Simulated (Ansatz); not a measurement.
# MoN2 (P4/mbm) in Ansatz: a series of runs, part 2 of 2

Ansatz 0.2.0.

### 4 Band structure, PBEsol+U

input.yaml reads:

```yaml
crystal:
  lattice:
    - [4.348053, 0.0, 0.0]
    - [0.0, 4.348053, 0.0]
    - [0.0, 0.0, 2.76746]
  atoms:
    - { symbol: Mo, position: [0.0, 0.0, 0.0] }
    - { symbol: Mo, position: [0.5, 0.5, 0.0] }
    - { symbol: "N", position: [0.611647, 0.888353, 0.5] }
    - { symbol: "N", position: [0.388353, 0.111647, 0.5] }
    - { symbol: "N", position: [0.111647, 0.611647, 0.5] }
    - { symbol: "N", position: [0.888353, 0.388353, 0.5] }
hamiltonian:
  xc: pbesol
  pseudopotentials: { kind: paw }
  hubbard: { sites: [{ species: Mo, l: d, u_eff: 8.0 }] }
kpoints:
  mp_grid: { grid: [6, 6, 10] }
  band_path:
    path:
      - [[0.0, 0.0, 0.0], [0.0, 0.5, 0.0], [0.5, 0.5, 0.0], [0.0, 0.0, 0.0], [0.0, 0.0, 0.5], [0.0, 0.5, 0.5], [0.5, 0.5, 0.5], [0.0, 0.0, 0.5]]
      - [[0.0, 0.5, 0.0], [0.0, 0.5, 0.5]]
      - [[0.5, 0.5, 0.0], [0.5, 0.5, 0.5]]
    npoints: 14
scf:
  occupations: { method: fermi_dirac, width: 0.05 }
  n_extra_bands: 15
output:
  forces: true
  stress: true
  eigenvalues: true
  fatbands: false
  write_density: true
  write_potential: true
  elf: true
  volumetric_format: npy
```

Potentials or basis: Ansatz PAW.

The run is started by

```console
> ansatz run input.yaml --threads 2 --pin off --max-ram 5632MiB --backend cpu --events-out ev --progress --plain --runs-dir out
```

Standard output:

```text
Warning: RAYON_NUM_THREADS=2 ignored (pool sized by the plan → 2); use --threads N
Mo: projections on atomic orbitals take those of the free atom [Ar 3d10] 4s2 4p6 4d5 5s1, of charge +0.00 (hamiltonian.pseudopotentials.projection_atoms); the dataset's partial waves leave at most 6.0e-6 of an orbital's norm unspanned inside its sphere
N: projections on atomic orbitals take those of the free atom [He] 2s2 2p3, of charge +0.00 (hamiltonian.pseudopotentials.projection_atoms); the dataset's partial waves leave at most 9.3e-9 of an orbital's norm unspanned inside its sphere
scf.n_extra_bands = 15 over 24 filled bands (N_el = 48.0): the run solves 39 bands
Engine: ansatz 0.2.0, aarch64-unknown-linux-gnu
Pseudopotentials: kind: paw
Pseudopotential: Mo, paw, valence charge 14, recommended cutoff 420 eV (normal), Mo.paw.azcp
Pseudopotential: N, paw, valence charge 5, recommended cutoff 420 eV (normal), N.paw.azcp
Functional definition: PBEsol
  exchange = pbesol_x
  correlation = pbesol_c
Crystal: 6 atoms, lattice volume = 52.320 Å³
Basis set: ecut = 420 eV, 1049 PW (Γ), exchange–correlation on 60×60×40 points (8 copies of the dense FFT grid, shifted against one another)
Bands: 39, of which v1, the nominal top of the filled ones, is band 24 counted from 1 (23 counted from 0)
Symmetry: 16 space group operations
Space group: P4/mbm (ITA 127), of the structure as read, at distance tolerance 3.7e-5 Å
k-points: 60 of 360
Non-local potential: Mo, projectors of the file, l = 0: 3, l = 1: 2, l = 2: 2, l = 3: 1
Non-local potential: N, projectors of the file, l = 0: 2, l = 1: 2, l = 2: 1
PAW form: soft (Blöchl's): semilocal exchange-correlation on the pseudo side does not see the compensation charge
PAW frozen core: Mo, regenerated for the run's functional, and the local potential with it (the file was generated under x = pbe(κ = 0.804, μ = 0.2195149727645171), c = pbe(β = 0.06672455060314922))
PAW frozen core: N, regenerated for the run's functional, and the local potential with it (the file was generated under x = pbe(κ = 0.804, μ = 0.2195149727645171), c = pbe(β = 0.06672455060314922))
PAW one-centre angular grid: Mo, 590 points (default); XC on 64 Gauss nodes
PAW one-centre angular grid: N, 110 points (default); XC on 64 Gauss nodes
Initial density: superposition of atomic densities (chi_scale 0.1, normalization cell, long waves of neutral atoms under a Hubbard term (reshape's long-wave potential 0.00 eV rms, cloud 2.25 Å wide))
Initial wavefunctions: pseudopotential atomic-orbital guess
[... 19 lines left out ...]
E sigma→0 (E₀):  -11292.021704 eV
Entropy (-TS):   -0.010391 eV (-1.732 meV/atom)
Fermi energy:    18.291590 eV
--- Per-component energies (eV) ---
  E_band       = -33.316913
  E_kinetic    = 1406.302056
  E_local      = -2035.270569  (includes V_loc(G=0)·N_el)
  E_nonlocal   = 472.159389
  E_hartree    = 628.116757
  E_xc         = -602.677146
  E_vxc        = -760.814592  (∫ρ·V_xc dr)
  E_hubbard    = 15.344976  (on-site DFT+U / exact-exchange correction)
  E_vhub       = -7.287077  (the Hubbard potential's part of the band-sum identity)
  E_paw        = -6776.002814  (= ΣΔE_a)
  E_vpaw       = -364.641436  (= ΣTr[D̂ρ^β])
  E_aug_tail   = 0.000392  (compensation charges beyond the density's cutoff)
  E_ewald      = -4400.520544
  E_core_change = 0.530994  (= ΣΔE_core)
  E_smearing   = -0.010391  (= −TS)
  E_closure    = 0.000000  (closes the sum)
  Σ components = -11292.026900   (vs F -11292.026900, Δ=0.00e0)
--- Forces (eV/Å), atoms counted from 1 ---
  atom   1  Mo     0.00000000     0.00000000     0.00000000
  atom   2  Mo     0.00000000     0.00000000     0.00000000
  atom   3  N     -0.63775016     0.63775016     0.00000000
  atom   4  N      0.63775016    -0.63775016     0.00000000
  atom   5  N     -0.63775016    -0.63775016     0.00000000
  atom   6  N      0.63775016     0.63775016     0.00000000
  max |Σ_I F_I| component: 4.44e-16 eV/Å
--- Stress (GPa, compression-positive) ---
       -2.263775       0.000000       0.000000
        0.000000      -2.263775       0.000000
        0.000000       0.000000      -0.234953
  P = ⅓ Tr σ = -1.5875 GPa (-15.875 kbar)
--- Band table (eV; the first three rows and the last of 60) ---
  k-point 0: bands = ["-43.2914", "-43.2318", "-17.4330", "-17.3682", "-17.3449", "-17.3449", "-17.0094", "-17.0094", "-2.5524", "-1.1888", "6.6325", "6.6325", "10.1268", "10.4350", "11.6632", "12.6902", "12.6902", "14.0114", "14.5824", "14.6958", "14.9126", "15.6084", "16.3833", "16.3833", "19.1633", "19.6406", "20.4088", "20.4088", "21.9572", "25.0708", "25.0708", "25.0753", "26.0508", "27.4453", "27.4453", "30.2971", "30.2971", "33.5937", "34.2652"]
  k-point 1: bands = ["-43.2812", "-43.2221", "-17.5314", "-17.4569", "-17.3288", "-17.3288", "-16.9981", "-16.9981", "-2.4406", "-1.1164", "6.5661", "6.5661", "10.2562", "10.5950", "12.0227", "12.5279", "12.5279", "12.9533", "13.5136", "15.4945", "15.6858", "15.7091", "16.3814", "16.3814", "19.2050", "19.7533", "20.5815", "20.5815", "22.1102", "24.7466", "24.7466", "24.8080", "26.4509", "27.5026", "27.5026", "30.4717", "30.4717", "33.7693", "33.8723"]
  k-point 2: bands = ["-43.2542", "-43.1966", "-17.7831", "-17.6851", "-17.2874", "-17.2874", "-16.9684", "-16.9684", "-2.1407", "-0.9173", "6.3811", "6.3811", "10.6380", "10.8129", "11.7805", "12.1274", "12.1274", "12.1336", "13.0025", "15.5571", "15.9922", "16.4143", "16.4143", "17.0171", "19.3233", "20.0826", "21.0518", "21.0518", "22.4837", "23.9800", "23.9800", "24.0987", "27.3828", "27.6414", "27.6414", "30.5822", "30.5822", "32.9738", "34.1477"]
  k-point 59: bands = ["-43.1622", "-43.1622", "-18.3233", "-18.3233", "-17.2305", "-17.2305", "-16.8597", "-16.8597", "-1.0593", "-1.0593", "6.8937", "6.8937", "11.1826", "11.1826", "11.2120", "11.2120", "13.1816", "13.1816", "13.4154", "13.4154", "14.2177", "14.2177", "15.0478", "15.0478", "21.1922", "21.1922", "22.6050", "22.6050", "23.5031", "23.5031", "25.7294", "25.7294", "27.6371", "27.6371", "29.0624", "29.0624", "29.9915", "29.9915", "30.9692"]
Occupation matrices written to <dir>
```

bands.tsv:

```text
[... 150 lines left out ...]
8.339304	-61.453818	-61.453818	-36.614894	-36.614894	-35.522065	-35.522065	-35.151325	-35.151325	-19.350872	-19.350872	-11.397926	-11.397926	-7.109035	-7.109035	-7.079600	-7.079600	-5.109994	-5.109994	-4.876234	-4.876234	-4.073867	-4.073867	-3.243773	-3.243773	2.900596	2.900596	4.313456	4.313456	5.211530	5.211530	7.437785	7.437785	9.345515	9.345515	10.770832	10.770832	11.699882	11.699882	12.677659
```

It took 9.7 s on 2 threads of Arm Neoverse V1, shared host; peak memory 0.52 GiB.

What came out:

```
Free energy            : -11292.0269 eV
Pressure               : -1.6 GPa
Largest force          : 0.902 eV/Å
Band gap on the k mesh : none (metal or under the smearing width)
```

Forces in eV/Å, atoms in the order of the input:
```
Mo   0.000  0.000  0.000
Mo   0.000  0.000  0.000
N   -0.638  0.638  0.000
N    0.638 -0.638  0.000
N   -0.638 -0.638  0.000
N    0.638  0.638  0.000
```

Stress tensor (GPa, compression positive):
```
-2.26  0.00  0.00
 0.00 -2.26  0.00
 0.00  0.00 -0.23
```

Levels at the corners of the path, in eV from the Fermi level:
```csv
point,band 22,band 23,band 24,band 25,band 26,band 27
Γ,-2.68,-1.91,-1.91,0.87,1.35,2.12
X,-2.45,-0.95,-0.95,-0.23,-0.23,3.49
M,-0.42,-0.41,-0.41,1.04,1.04,2.52
Γ,-2.68,-1.91,-1.91,0.87,1.35,2.12
Z,-1.51,-1.35,1.55,2.49,3.14,3.53
R,-3.18,-1.93,-1.93,2.82,2.82,4.11
A,-4.07,-3.24,-3.24,2.90,2.90,4.31
Z,-1.51,-1.35,1.55,2.49,3.14,3.53
X,-2.45,-0.95,-0.95,-0.23,-0.23,3.49
R,-3.18,-1.93,-1.93,2.82,2.82,4.11
M,-0.42,-0.41,-0.41,1.04,1.04,2.52
A,-4.07,-3.24,-3.24,2.90,2.90,4.31
```

Eigenvalues of the final occupation matrices:
| site | spin | trace | eigenvalues |
| --- | --- | --- | --- |
| site 1 | 1 | 2.37 | 0.27 0.34 0.34 0.49 0.93 |
| site 2 | 1 | 2.37 | 0.27 0.34 0.34 0.49 0.93 |

Caveat: the pressure holds a Pulay correction of +0.7 GPa for the finite cutoff; U without spin polarisation on a metal has little footing; the PAW data sets come from PBE, with cores solved anew for the run's functional, which leaves a small shift of forces and pressure.

### 5 The runs side by side

```tsv
U	gap on the mesh (eV)	pressure (GPa)	largest force (eV/Å)
Mo d U = 5 eV	none	-9.4	0.34
Mo d U = 6 eV	none	-6.8	0.55
Mo d U = 8 eV	none	-1.6	0.90
```

Alike in all rows: task band structure; level PBEsol+U; potentials or basis Ansatz PAW; no spin polarisation; cell as given; k mesh 6 × 6 × 10; cutoff (eV) 420; smearing fermi-dirac 0.05 eV.

Every run on the cell as given and a fine mesh finds a metal.

Caveats: U without spin polarisation on a metal has little footing; the PAW data sets come from PBE, with cores solved anew for the run's functional, which leaves a small shift of forces and pressure.

Total energies depend on the potentials used, so only differences within one code and one set of settings carry meaning.
